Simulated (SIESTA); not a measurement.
HPbNO4:

```
H Pb N O
1.0
     6.85877    0.00000    0.00000
     0.00000    4.22865    0.00000
    -3.39101    0.00000    7.27459
H Pb N O
2 2 2 8
Direct
  0.22549 0.75000 0.50730
  0.77451 0.25000 0.49270
  0.30229 0.25000 0.28494
  0.69771 0.75000 0.71506
  0.21484 0.75000 0.83567
  0.78516 0.25000 0.16433
  0.33078 0.75000 0.45338
  0.40909 0.75000 0.86901
  0.15508 0.75000 0.96537
  0.07083 0.75000 0.66955
  0.66922 0.25000 0.54661
  0.59091 0.25000 0.13099
  0.84492 0.25000 0.03463
  0.92917 0.25000 0.33045
```

The cell was built by a generator and needn't be a form met in nature.

| Property | Result |
| --- | --- |
| Program | SIESTA 5.4.2 |
| Task | single point |
| Functional | PBE |
| Potentials or basis | PseudoDojo 0.4 standard (PBE files) |
| Basis | DZP (energy shift 0.003 Ry; two zetas on semicore shells) |
| Grid cutoff | 800 Ry |
| Energy shift | 0.003 Ry |
| k mesh | 5 × 6 × 4 |
| Occupations | fermi-dirac, width 0.05 eV |
| Spin | no spin polarisation |

On this cell: pressure 2.6 GPa; largest force 1.363 eV/Å; band gap on the k mesh 3.06 eV, indirect (least direct gap 3.20 eV).

The same run follows on a disturbed copy (atoms moved at random, drawn with an rms of 0.05 Å):

```
H Pb N O
1.0
     6.85877    0.00000    0.00000
     0.00000    4.22865    0.00000
    -3.39101    0.00000    7.27459
H Pb N O
2 2 2 8
Cartesian
  -0.2328 3.1330 3.7193
  3.6216 1.0174 3.6062
  1.1540 1.0791 2.0748
  2.3741 3.1404 5.1825
  -1.4126 3.1171 6.0768
  4.8416 1.0991 1.1927
  0.6773 3.1548 3.2846
  -0.1532 3.1861 6.2895
  -2.2347 3.1910 7.0274
  -1.8122 3.1896 4.8937
  2.6506 1.0239 3.9629
  3.6111 1.0645 0.9287
  5.6712 1.1223 0.2561
  5.2414 1.0543 2.3678
```

Q: What changes?

A: The energy moves by +22.0 meV/atom; pressure 3.3 GPa; largest force 3.234 eV/Å; band gap on the k mesh 2.90 eV, indirect (least direct gap 3.01 eV).

Forces in eV/Å, atoms in the order of the input:
```
H    0.356  0.058 -0.186
H   -1.114  0.036  0.245
Pb  -0.368 -0.106 -0.433
Pb  -0.490 -0.001  0.415
N    2.613  1.511  0.972
N   -1.574 -0.373 -1.051
O   -0.148  0.020  0.203
O   -0.143 -0.554  0.427
O   -1.067 -0.501  1.260
O   -1.234 -0.456 -2.716
O    1.691  0.032 -0.267
O   -1.138  0.119 -0.182
O    1.703  0.171 -1.788
O    0.913  0.043  3.102
```

Stress tensor (GPa, compression positive):
```
 2.00 -0.06  1.29
-0.06  0.51 -0.10
 1.29 -0.10  7.41
```

Caveats: spin-orbit coupling is left out, which as a rule narrows the gap of such compounds by several tenths of an eV; an odd mesh through Γ misses points on the zone boundary, where band edges often lie; the basis of atomic orbitals isn't converged, which shifts pressures, moduli and gaps; forces of over 1 eV/Å show positions far from the minimum, so gaps and moduli don't describe the material at rest (some runs).
